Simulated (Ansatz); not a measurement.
# H2O3SW: a spread of methods and bases

Aim: run H2O3SW under a spread of inputs, and see what each costs and gives.

Program: Ansatz 0.2.0, Gaussian basis. Level of theory: the settings change from run to run. These are calculated values, not measurements.

## Step 1: The molecule

The geometry comes from an earlier relaxation with PBE0-D4 in a triple-zeta def2 set; it is a stationary point, not always the lowest conformer. W takes a core potential in def2 sets; no spin-orbit term is included.

SMILES `[O]=[W]([OH])([OH])=[S]`, 7 atoms, charge 0, spin multiplicity 1.

Atoms are counted from 1 here; the program's logs count them from 0.

Bond lengths: O1–W2 1.697 Å, W2–O3 1.875 Å, W2–O4 1.874 Å, W2–S5 2.136 Å, O3–H6 0.960 Å, O4–H7 0.961 Å. Angles: O1–W2–O3 109.5°, O1–W2–O4 107.9°, O1–W2–S5 109.6°, O3–W2–O4 110.5°, O3–W2–S5 109.2°, O4–W2–S5 110.1°, W2–O3–H6 124.0°, W2–O4–H7 123.9°.

## Step 2: wB97M-V/def2-TZVPP

This run has finite nuclei, high accuracy, the search for lower states set to light.

in.yaml reads:

```yaml
crystal:
  periodic: [false, false, false]
  atoms:
    - {symbol: O, position_ang: [-1.205038, -1.425184, 0.516099]}
    - {symbol: W, position_ang: [-0.313773, -0.044914, 0.091900]}
    - {symbol: O, position_ang: [1.138481, 0.146647, 1.262845]}
    - {symbol: O, position_ang: [0.289336, -0.265952, -1.668814]}
    - {symbol: S, position_ang: [-1.559784, 1.684880, 0.230764]}
    - {symbol: H, position_ang: [1.400674, -0.516083, 1.906661]}
    - {symbol: H, position_ang: [0.250113, 0.420607, -2.339455]}
basis:
  gaussian: {orbitals: def2-TZVPP, nuclear_model: gaussian}
hamiltonian: {xc: {name: wB97M-V}}
accuracy: high
scf: {lower_state_search: light}
output: {forces: true}
```

Run with:

```
> ansatz run in.yaml --threads 4 --pin off --events-out ev --progress --plain --max-ram 10444MiB
```

Log, shortened:

```text
Functional definition: wB97M-V
  name "wB97M-V"
  cite "Mardirossian & Head-Gordon, J. Chem. Phys. 144, 214110 (2016) doi:10.1063/1.4952647"
  cite "Becke, J. Chem. Phys. 107, 8554 (1997) doi:10.1063/1.475007"
  cite "Vydrov & Van Voorhis, J. Chem. Phys. 133, 244103 (2010) doi:10.1063/1.3521275"
  # Of w^i u^j: cxij and so on, Table III.
[...]
  gx(w, u) = 1 - cx + cx01*u + cx10*w
  gss(w, u) = css00 + css04*u^4 + css10*w + css20*w^2 + css43*w^4*u^3
  gos(w, u) = cos00 + cos10*w + (cos20 + cos21*u)*w^2 + (cos60 + cos61*u)*w^6
[...]
      + integral(e_c_pw_mod_opposite_spin*gos(b97_w_opposite, b97_u_opposite)) + vv10(b, c)
3702 factors; integrals over basis functions are off by at most 5.1e-9 eV
454 factors; integrals over basis functions are off by at most 1.9e-9 eV
[...]
mean field -18838.59363475 eV, -692.3055468196 hartree, gradient 6.2e-8 eV, S^2 0.000000; 0 other end points of the search recorded, 0 dependent functions left out
[...]
reference -18838.59363986 eV, -692.3055470076 hartree; 28, 28 occupied and 191, 191 virtual orbitals, 3702 factors
Total energy: -18838.59363986 eV, -692.3055470076 hartree
Atom 0 at    -1.205038    -1.425184     0.516099 Å, force     0.223208     0.289879    -0.103328 eV/Å
Atom 1 at    -0.313773    -0.044914     0.091900 Å, force    -0.435196    -0.141501     0.149668 eV/Å
Atom 2 at     1.138481     0.146647     1.262845 Å, force     0.048152    -0.045650     0.029527 eV/Å
Atom 3 at     0.289336    -0.265952    -1.668814 Å, force     0.034839     0.032776    -0.056465 eV/Å
Atom 4 at    -1.559784     1.684880     0.230764 Å, force     0.116104    -0.131094    -0.016695 eV/Å
Atom 5 at     1.400674    -0.516083     1.906661 Å, force     0.004206     0.035082    -0.024197 eV/Å
Atom 6 at     0.250113     0.420607    -2.339455 Å, force     0.008689    -0.039492     0.021491 eV/Å
Dipole moment:     0.574987    -0.015365    -0.126641 e Å
```

Run time: 88 s. Hardware: 4 threads of Arm Neoverse V1, shared host; peak memory 1.9 GiB.

Largest force 0.481 eV/Å, dipole 2.83 D.

## Step 3: CAM-B3LYP/def2-TZVPD

Set apart from the defaults: charge +1, multiplicity 2, D4 dispersion.

in.yaml: that of step 2 with these lines changed.

```diff
@@ -11,6 +11,5 @@
 basis:
-  gaussian: {orbitals: def2-TZVPP, nuclear_model: gaussian}
-hamiltonian: {xc: {name: wB97M-V}}
-accuracy: high
-scf: {lower_state_search: light}
-output: {forces: true}
+  gaussian: {orbitals: def2-TZVPD}
+total_charge: 1
+magnetization: {spin_polarized: true, initial_magnetization: 1}
+hamiltonian: {xc: {name: CAM-B3LYP}, dispersion: d4}
```

Same command.

Log, shortened:

```text
Functional definition: CAM-B3LYP
  name "CAM-B3LYP"
  cite "Yanai, Tew & Handy, Chem. Phys. Lett. 393, 51 (2004) doi:10.1016/j.cplett.2004.06.011"
  cite "Iikura, Tsuneda, Yanai & Hirao, J. Chem. Phys. 115, 3540 (2001) doi:10.1063/1.1383587"
  cite "Becke, Phys. Rev. A 38, 3098 (1988) doi:10.1103/PhysRevA.38.3098"
  cite "Lee, Yang & Parr, Phys. Rev. B 37, 785 (1988) doi:10.1103/PhysRevB.37.785"
  cite "Vosko, Wilk & Nusair, Can. J. Phys. 58, 1200 (1980) doi:10.1139/p80-159"
[...]
  # Exact exchange under (alpha + beta erf(omega r))/r, Becke's under what is left of 1/r.
[...]
1343 factors; their error is unknown
411 factors; integrals over basis functions are off by at most 3.1e-5 eV
[...]
mean field -18830.52379272 eV, -692.0089855950 hartree, gradient 2.8e-5 eV, S^2 0.766178; 2 other end points of the search recorded, 0 dependent functions left out
reference -18830.52393762 eV, -692.0089909199 hartree; 28, 27 occupied and 199, 200 virtual orbitals, 1343 factors
Total energy: -18830.67847175 eV, -692.0146699446 hartree
```

Run time: 23 s. Hardware: 4 threads of Arm Neoverse V1, shared host; peak memory 1.3 GiB.

⟨S²⟩ 0.766.

## Step 4: PBEsol/x2c-TZVPPall

Set apart from the defaults: multiplicity 3.

in.yaml: that of step 3 with these lines changed.

```diff
@@ -11,5 +11,5 @@
 basis:
-  gaussian: {orbitals: def2-TZVPD}
-total_charge: 1
-magnetization: {spin_polarized: true, initial_magnetization: 1}
-hamiltonian: {xc: {name: CAM-B3LYP}, dispersion: d4}
+  gaussian: {orbitals: x2c-TZVPPall}
+magnetization: {spin_polarized: true, initial_magnetization: 2}
+hamiltonian: {xc: {name: PBEsol}}
+output: {forces: true}
```

The command is unchanged.

Log, shortened:

```text
Functional definition: PBEsol
  name "PBEsol"
  cite "Perdew et al., Phys. Rev. Lett. 100, 136406 (2008) doi:10.1103/PhysRevLett.100.136406"
  cite "Perdew, Burke & Ernzerhof, Phys. Rev. Lett. 77, 3865 (1996) doi:10.1103/PhysRevLett.77.3865"
  parent pbesol
[...]
1654 factors; their error is unknown
[...]
mean field -456207.30087988 eV, -16765.3090789208 hartree, gradient 3.9e-6 eV, S^2 2.004218; 8 other end points of the search recorded, 0 dependent functions left out
[...]
reference -456207.30094310 eV, -16765.3090812439 hartree; 59, 57 occupied and 201, 203 virtual orbitals, 1654 factors
Total energy: -456207.30094310 eV, -16765.3090812439 hartree
Relativity: scalar
Atom 0 at    -1.205038    -1.425184     0.516099 Å, force    -1.661483    -0.983736     0.123220 eV/Å
Atom 1 at    -0.313773    -0.044914     0.091900 Å, force     3.633331    -2.751074     0.505365 eV/Å
Atom 2 at     1.138481     0.146647     1.262845 Å, force     0.304258     1.004148    -0.446783 eV/Å
Atom 3 at     0.289336    -0.265952    -1.668814 Å, force     0.255996    -0.313401     0.016993 eV/Å
Atom 4 at    -1.559784     1.684880     0.230764 Å, force    -2.428810     2.940549     0.132247 eV/Å
Atom 5 at     1.400674    -0.516083     1.906661 Å, force     0.046144    -0.467685     0.356695 eV/Å
Atom 6 at     0.250113     0.420607    -2.339455 Å, force    -0.149437     0.571200    -0.687736 eV/Å
Dipole moment:     0.320886     0.171722    -0.009695 e Å
```

Wall time 35 s (4 threads of Arm Neoverse V1, shared host); peak memory 1.1 GiB.

Largest force 4.585 eV/Å, dipole 1.75 D, ⟨S²⟩ 2.004.

## Step 5: revPBE/def2-mTZVP

Options: a grid of angular degree 47, the search for lower states set to full.

in.yaml: that of step 4 with these lines changed.

```diff
@@ -11,5 +11,4 @@
 basis:
-  gaussian: {orbitals: x2c-TZVPPall}
-magnetization: {spin_polarized: true, initial_magnetization: 2}
-hamiltonian: {xc: {name: PBEsol}}
-output: {forces: true}
+  gaussian: {orbitals: def2-mTZVP, final_grid: {core_spheres: 20, valence_spheres: 16, degree: 47}}
+hamiltonian: {xc: {name: revPBE}}
+scf: {lower_state_search: full}
```

Launched as before.

Log, shortened:

```text
Functional definition: revPBE
  name "revPBE"
  cite "Zhang & Yang, Phys. Rev. Lett. 80, 890 (1998) doi:10.1103/PhysRevLett.80.890"
  cite "Perdew, Burke & Ernzerhof, Phys. Rev. Lett. 77, 3865 (1996) doi:10.1103/PhysRevLett.77.3865"
[...]
1112 factors; their error is unknown
[...]
mean field -18840.55099828 eV, -692.3774786026 hartree, gradient 3.6e-5 eV, S^2 0.000000; 3 other end points of the search recorded, 0 dependent functions left out
reference -18840.55104853 eV, -692.3774804495 hartree; 28, 28 occupied and 108, 108 virtual orbitals, 1112 factors
Total energy: -18840.55104853 eV, -692.3774804495 hartree
```

Wall time 5.5 s (4 threads of Arm Neoverse V1, shared host); peak memory 0.32 GiB.

## Step 6: B2GP-PLYP/x2c-TZVPPall

in.yaml: that of step 5 with these lines changed.

```diff
@@ -11,4 +11,3 @@
 basis:
-  gaussian: {orbitals: def2-mTZVP, final_grid: {core_spheres: 20, valence_spheres: 16, degree: 47}}
-hamiltonian: {xc: {name: revPBE}}
-scf: {lower_state_search: full}
+  gaussian: {orbitals: x2c-TZVPPall}
+hamiltonian: {xc: {name: B2GP-PLYP}}
```

Same command.

Log, shortened:

```text
Functional definition: B2GP-PLYP
  name "B2GP-PLYP"
  cite "Karton, Tarnopolsky, Lamère, Schatz & Martin, J. Phys. Chem. A 112, 12868 (2008) doi:10.1021/jp801805p"
  cite "Becke, Phys. Rev. A 38, 3098 (1988) doi:10.1103/PhysRevA.38.3098"
  cite "Lee, Yang & Parr, Phys. Rev. B 37, 785 (1988) doi:10.1103/PhysRevB.37.785"
[...]
1849 factors; integrals over basis functions are off by at most 5.8e-4 eV
[...]
mean field -456321.54424264 eV, -16769.5074450653 hartree, gradient 5.9e-6 eV, S^2 0.000000; 0 other end points of the search recorded, 0 dependent functions left out
31 core orbitals not correlated: weight in the atoms' cores, before any rotation towards them, 1.000 or more for the frozen orbitals, at most 0.000 for the correlated occupied ones
reference -456321.54437718 eV, -16769.5074500094 hartree; 27, 27 occupied and 202, 202 virtual orbitals, 1849 factors
second order -50.13334922 eV of doubles, -0.00000000 eV of singles
Total energy: -456339.59238290 eV, -16770.1707019862 hartree
Relativity: scalar
```

Run time: 15 s. Hardware: 4 threads of Arm Neoverse V1, shared host; peak memory 0.97 GiB.

## Step 7: BLYP/def2-TZVP

Set apart from the defaults: charge -1, multiplicity 2, D3(BJ) dispersion.

in.yaml: that of step 6 with these lines changed.

```diff
@@ -11,3 +11,6 @@
 basis:
-  gaussian: {orbitals: x2c-TZVPPall}
-hamiltonian: {xc: {name: B2GP-PLYP}}
+  gaussian: {orbitals: def2-TZVP}
+total_charge: -1
+magnetization: {spin_polarized: true, initial_magnetization: 1}
+hamiltonian: {xc: {name: BLYP}, dispersion: d3bj}
+output: {forces: true}
```

The command is unchanged.

Log, shortened:

```text
Functional definition: BLYP
  name "BLYP"
  cite "Becke, Phys. Rev. A 38, 3098 (1988) doi:10.1103/PhysRevA.38.3098"
  cite "Lee, Yang & Parr, Phys. Rev. B 37, 785 (1988) doi:10.1103/PhysRevB.37.785"
[...]
1126 factors; their error is unknown
[...]
mean field -18842.76968039 eV, -692.4590136665 hartree, gradient 8.4e-6 eV, S^2 0.751851; 7 other end points of the search recorded, 0 dependent functions left out
[...]
reference -18842.77005168 eV, -692.4590273110 hartree; 29, 28 occupied and 153, 154 virtual orbitals, 1126 factors
Total energy: -18843.17682102 eV, -692.4739758085 hartree
Atom 0 at    -1.205038    -1.425184     0.516099 Å, force    -2.316834    -3.137125     1.028220 eV/Å
Atom 1 at    -0.313773    -0.044914     0.091900 Å, force     1.909192    -0.045595     0.284232 eV/Å
Atom 2 at     1.138481     0.146647     1.262845 Å, force     1.610367     1.249622     0.681622 eV/Å
Atom 3 at     0.289336    -0.265952    -1.668814 Å, force     0.747417    -1.007476    -1.146941 eV/Å
Atom 4 at    -1.559784     1.684880     0.230764 Å, force    -1.875136     2.598793    -0.260975 eV/Å
Atom 5 at     1.400674    -0.516083     1.906661 Å, force     0.128054    -0.882258     0.587701 eV/Å
Atom 6 at     0.250113     0.420607    -2.339455 Å, force    -0.203062     1.224037    -1.173860 eV/Å
Dipole moment:     0.653407    -0.321249     0.001882 e Å
```

Wall time 7 s (4 threads of Arm Neoverse V1, shared host); peak memory 0.35 GiB.

Largest force 4.033 eV/Å, ⟨S²⟩ 0.752.

## Step 8: r2SCAN/x2c-TZVPPall

Set apart from the defaults: a grid of angular degree 23, a point charge of 2.00 e beside it.

in.yaml: that of step 7 with these lines changed.

```diff
@@ -11,6 +11,4 @@
 basis:
-  gaussian: {orbitals: def2-TZVP}
-total_charge: -1
-magnetization: {spin_polarized: true, initial_magnetization: 1}
-hamiltonian: {xc: {name: BLYP}, dispersion: d3bj}
+  gaussian: {orbitals: x2c-TZVPPall, final_grid: {core_spheres: 8, valence_spheres: 7, degree: 23}, point_charges: [{charge: 2.00, position_ang: [6.019, -0.933, 0.124]}]}
+hamiltonian: {xc: {name: r2SCAN}}
 output: {forces: true}
```

Same command.

Log, shortened:

```text
Functional definition: r2SCAN
  name "r2SCAN"
  cite "Furness, Kaplan, Ning, Perdew & Sun, J. Phys. Chem. Lett. 11, 8208 (2020) doi:10.1021/acs.jpclett.0c02405"
  cite "Furness, Kaplan, Ning, Perdew & Sun, J. Phys. Chem. Lett. 11, 9248 (2020) doi:10.1021/acs.jpclett.0c03077"
  parent r2scan
[...]
1654 factors; their error is unknown
[...]
mean field -456396.18531559 eV, -16772.2504539025 hartree, gradient 3.0e-5 eV, S^2 0.000000; 0 other end points of the search recorded, 0 dependent functions left out
[...]
reference -456396.18533790 eV, -16772.2504547225 hartree; 58, 58 occupied and 202, 202 virtual orbitals, 1654 factors
Total energy: -456396.18533790 eV, -16772.2504547225 hartree
Relativity: scalar
Atom 0 at    -1.205038    -1.425184     0.516099 Å, force     0.087061     0.008407     0.009118 eV/Å
Atom 1 at    -0.313773    -0.044914     0.091900 Å, force    -1.215042     0.318533    -0.332523 eV/Å
Atom 2 at     1.138481     0.146647     1.262845 Å, force     1.127634    -0.003142     0.308603 eV/Å
Atom 3 at     0.289336    -0.265952    -1.668814 Å, force     0.363928    -0.089146     0.007694 eV/Å
Atom 4 at    -1.559784     1.684880     0.230764 Å, force     0.278460    -0.343297    -0.007992 eV/Å
Atom 5 at     1.400674    -0.516083     1.906661 Å, force    -0.417017     0.007220     0.113765 eV/Å
Atom 6 at     0.250113     0.420607    -2.339455 Å, force    -0.183385     0.064387    -0.072477 eV/Å
Dipole moment:     0.118824     0.131207    -0.146901 e Å
```

Run time: 5.5 s. Hardware: 4 threads of Arm Neoverse V1, shared host; peak memory 0.53 GiB.

Largest force 1.299 eV/Å, dipole 1.10 D.

## Step 9: BHLYP/def2-TZVPD

Set apart from the defaults: charge +1, multiplicity 2, D3(BJ) with three-body dispersion.

in.yaml: that of step 8 with these lines changed.

```diff
@@ -11,4 +11,6 @@
 basis:
-  gaussian: {orbitals: x2c-TZVPPall, final_grid: {core_spheres: 8, valence_spheres: 7, degree: 23}, point_charges: [{charge: 2.00, position_ang: [6.019, -0.933, 0.124]}]}
-hamiltonian: {xc: {name: r2SCAN}}
+  gaussian: {orbitals: def2-TZVPD}
+total_charge: 1
+magnetization: {spin_polarized: true, initial_magnetization: 1}
+hamiltonian: {xc: {name: BHLYP}, dispersion: d3bjatm}
 output: {forces: true}
```

The command is unchanged.

Log, shortened:

```text
Functional definition: BHLYP
  name "BHLYP"
  cite "Becke, J. Chem. Phys. 98, 1372 (1993) doi:10.1063/1.464304"
  cite "Becke, Phys. Rev. A 38, 3098 (1988) doi:10.1103/PhysRevA.38.3098"
  cite "Lee, Yang & Parr, Phys. Rev. B 37, 785 (1988) doi:10.1103/PhysRevB.37.785"
[...]
1543 factors; their error is unknown
[...]
mean field -18826.33901004 eV, -691.8551976681 hartree, gradient 1.7e-5 eV, S^2 0.781362; 4 other end points of the search recorded, 0 dependent functions left out
[...]
reference -18826.33920598 eV, -691.8552048689 hartree; 28, 27 occupied and 199, 200 virtual orbitals, 1543 factors
Total energy: -18826.65520510 eV, -691.8668176224 hartree
Atom 0 at    -1.205038    -1.425184     0.516099 Å, force     0.530077     1.790034    -0.457012 eV/Å
Atom 1 at    -0.313773    -0.044914     0.091900 Å, force     3.115773    -4.097480    -0.191897 eV/Å
Atom 2 at     1.138481     0.146647     1.262845 Å, force    -1.385161    -0.255867    -1.062888 eV/Å
Atom 3 at     0.289336    -0.265952    -1.668814 Å, force    -0.685601     0.554206     1.440119 eV/Å
Atom 4 at    -1.559784     1.684880     0.230764 Å, force    -1.908901     2.096178     0.350905 eV/Å
Atom 5 at     1.400674    -0.516083     1.906661 Å, force     0.153798     0.136955     0.118232 eV/Å
Atom 6 at     0.250113     0.420607    -2.339455 Å, force     0.180014    -0.224025    -0.197457 eV/Å
Dipole moment:     0.068059     0.563704    -0.040895 e Å
```

Run time: 28 s. Hardware: 4 threads of Arm Neoverse V1, shared host; peak memory 1.2 GiB.

Largest force 5.151 eV/Å, ⟨S²⟩ 0.781.

## Step 10: B2GP-PLYP/def2-SVP

Options: coordinates scaled by 1.05.

in.yaml reads:

```yaml
crystal:
  periodic: [false, false, false]
  atoms:
    - {symbol: O, position_ang: [-1.265290, -1.496443, 0.541904]}
    - {symbol: W, position_ang: [-0.329462, -0.047160, 0.096495]}
    - {symbol: O, position_ang: [1.195405, 0.153979, 1.325987]}
    - {symbol: O, position_ang: [0.303803, -0.279250, -1.752255]}
    - {symbol: S, position_ang: [-1.637773, 1.769124, 0.242302]}
    - {symbol: H, position_ang: [1.470708, -0.541887, 2.001994]}
    - {symbol: H, position_ang: [0.262619, 0.441637, -2.456428]}
basis:
  gaussian: {orbitals: def2-SVP}
hamiltonian: {xc: {name: B2GP-PLYP}}
```

The command is unchanged.

Log, shortened:

```text
Functional definition: B2GP-PLYP
  name "B2GP-PLYP"
  cite "Karton, Tarnopolsky, Lamère, Schatz & Martin, J. Phys. Chem. A 112, 12868 (2008) doi:10.1021/jp801805p"
  cite "Becke, Phys. Rev. A 38, 3098 (1988) doi:10.1103/PhysRevA.38.3098"
  cite "Lee, Yang & Parr, Phys. Rev. B 37, 785 (1988) doi:10.1103/PhysRevB.37.785"
[...]
959 factors; integrals over basis functions are off by at most 1.2e-3 eV
[...]
mean field -18800.85721667 eV, -690.9187590338 hartree, gradient 6.8e-6 eV, S^2 0.000000; 0 other end points of the search recorded, 0 dependent functions left out
8 core orbitals not correlated: weight in the atoms' cores, before any rotation towards them, 1.000 or more for the frozen orbitals, at most 0.000 for the correlated occupied ones
reference -18800.85735728 eV, -690.9187642013 hartree; 20, 20 occupied and 74, 74 virtual orbitals, 959 factors
second order -36.46214132 eV of doubles, -0.00000000 eV of singles
Total energy: -18813.98372816 eV, -691.4011494335 hartree
```

It took 2.1 s on 4 threads of Arm Neoverse V1, shared host; peak memory 0.25 GiB.

## Step 11: The runs in one table

```tsv
level	charge	multiplicity	geometry	functions	energy (eV)	time
wB97M-V/def2-TZVPP	0	1	relaxed	219	-18838.594	88 s
CAM-B3LYP/def2-TZVPD	1	2	relaxed	227	-18830.678	23 s
PBEsol/x2c-TZVPPall	0	3	relaxed	260	-456207.301	35 s
revPBE/def2-mTZVP	0	1	relaxed	136	-18840.551	5.5 s
B2GP-PLYP/x2c-TZVPPall	0	1	relaxed	260	-456339.592	15 s
BLYP/def2-TZVP	-1	2	relaxed	182	-18843.177	7 s
r2SCAN/x2c-TZVPPall	0	1	relaxed, point charge	260	-456396.185	5.5 s
BHLYP/def2-TZVPD	1	2	relaxed	227	-18826.655	28 s
B2GP-PLYP/def2-SVP	0	1	scaled	102	-18813.984	2.1 s
```

## Step 12: Outcome

```
                                         quantity                      value
                                             runs                          9
                                         quickest  B2GP-PLYP/def2-SVP, 2.1 s
                                          slowest   wB97M-V/def2-TZVPP, 88 s
spread of total energies, same state and geometry                437501.0 eV
```

**Reading.** Run time spans a factor of 41, from B2GP-PLYP/def2-SVP to wB97M-V/def2-TZVPP. The jobs differ in tasks and options as well as level. Total energies at one charge and spin differ by 437501 eV between levels, so only differences within one level mean anything. Some of these runs are scalar-relativistic and others not, which shifts the totals of all-electron atoms past neon by eV; core potentials, where a basis has them, take the core out of the total altogether. At the PBE0-D4/def2-TZVP geometry and in the same state, runs without warnings or point charges leave forces up to 0.48 eV/Å (wB97M-V/def2-TZVPP).
